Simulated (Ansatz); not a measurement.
Predict the output of the script below (Ansatz 0.2.0 through its Python package).

Contents of `bipt_bipt.vasp`:
```text
BiPt
1.0
   4.31500000    0.00000000    0.00000000
  -2.15750000    3.73689962    0.00000000
   0.00000000    0.00000000    5.49000000
Bi Pt
2 2
Direct
   0.33333333    0.66666667    0.25000000
   0.66666667    0.33333333    0.75000000
   0.00000000    0.00000000    0.00000000
   0.00000000    0.00000000    0.50000000
```

The script reads `bipt_bi.vasp`:
```text
Bi
1.0
   2.26750000    1.30914174    3.93800000
  -2.26750000    1.30914174    3.93800000
   0.00000000   -2.61828347    3.93800000
Bi
2
Direct
   0.23400000    0.23400000    0.23400000
   0.76600000    0.76600000    0.76600000
```

`bipt_pt.vasp`
```text
Pt
1.0
   0.00000000    1.96090000    1.96090000
   1.96090000    0.00000000    1.96090000
   1.96090000    1.96090000    0.00000000
Pt
1
Direct
   0.00000000    0.00000000    0.00000000
```

`bipt_formation.py`:
```python
"""Heat of formation of BiPt at zero temperature, after relaxing cells and atoms."""

from collections import Counter
import warnings

import ansatz as az
from ase.io import read
import numpy as np


def ground_state(name, crystal):
    calc = (
        crystal.calculation()
        .functional("PBEsol")
        .basis(520)
        .kpoints(spacing=0.33)
        .occupations("fermi_dirac", width=0.05)
        .stress()
    )
    calc = calc.relax(force_tolerance=0.03, cell=True)
    return calc.run(threads=1)


def counts(outcome):
    return Counter(site.symbol for site in outcome.lattice.sites)

def formation_energy(outcome, mu):
    n = counts(outcome)
    return (outcome.report["energy_sigma0_ev"] - sum(k * mu[element] for element, k in n.items())) / sum(n.values())


def volume_per_atom(outcome):
    return abs(np.linalg.det(outcome.lattice.cell_ang)) / len(outcome.lattice.sites)

warnings.simplefilter("ignore", az.DeckWarning)

phases = {}
atoms = read("bipt_bipt.vasp", format="vasp")
bipt = az.Crystal.from_ase(atoms)
phases["BiPt"] = bipt
atoms = read("bipt_bi.vasp", format="vasp")
bi = az.Crystal.from_ase(atoms)
phases["Bi"] = bi
atoms = read("bipt_pt.vasp", format="vasp")
pt = az.Crystal.from_ase(atoms)
phases["Pt"] = pt

done = {}
for name, crystal in phases.items():
    done[name] = ground_state(name, crystal)
    print(f"{name}: {done[name].report['energy_sigma0_ev']:.4f} eV, {len(done[name].lattice.sites)} atoms")

# energy of one atom in its reference phase
references = {"Bi": "Bi", "Pt": "Pt"}
mu = {element: done[name].report["energy_sigma0_ev"] / len(done[name].lattice.sites) for element, name in references.items()}

target = done["BiPt"]
heat = formation_energy(target, mu)
rows = [(name, len(o.lattice.sites), volume_per_atom(o), formation_energy(o, mu)) for name, o in done.items()]
print("     phase       atoms  V (A^3/atom)  E_form (eV/atom)")
for row in rows:
    print(f"{str(row[0]):>10}  {row[1]:10d}  {row[2]:12.3f}  {row[3]:16.4f}")
```

Running `python bipt_formation.py` prints:
```text
BiPt: -49252.7149 eV, 4 atoms
Bi: -24484.0246 eV, 2 atoms
Pt: -12383.8511 eV, 1 atoms
     phase       atoms  V (A^3/atom)  E_form (eV/atom)
      BiPt           4        22.600           -0.2470
        Bi           2        34.739            0.0000
        Pt           1        15.019            0.0000
```

Caveats:
- Total energies depend on the potentials; only differences at equal settings carry meaning.
- For the metals among these phases the mesh is modest: differences between phases can be off by up to 40 meV an atom.
- Spin-orbit coupling, which matters for elements this heavy, is left out.
- The cells come from databases of deposited and of computed structures, and not all need be stable phases.
- The compound is the structure given, not necessarily its lowest; energies are at zero temperature, with no correction for gases. A semilocal functional's error on such energies is often 0.05 to 0.1 eV an atom, and 0.1 to 0.3 eV against gases such as O2 or F2.
- Hardware and time: 12 s on 1 thread of AMD EPYC 9R45 96-Core Processor (Zen 5), on a shared host, peak memory 0.58 GiB.

(Lines on the test bed's own set-up are left out of the output.)
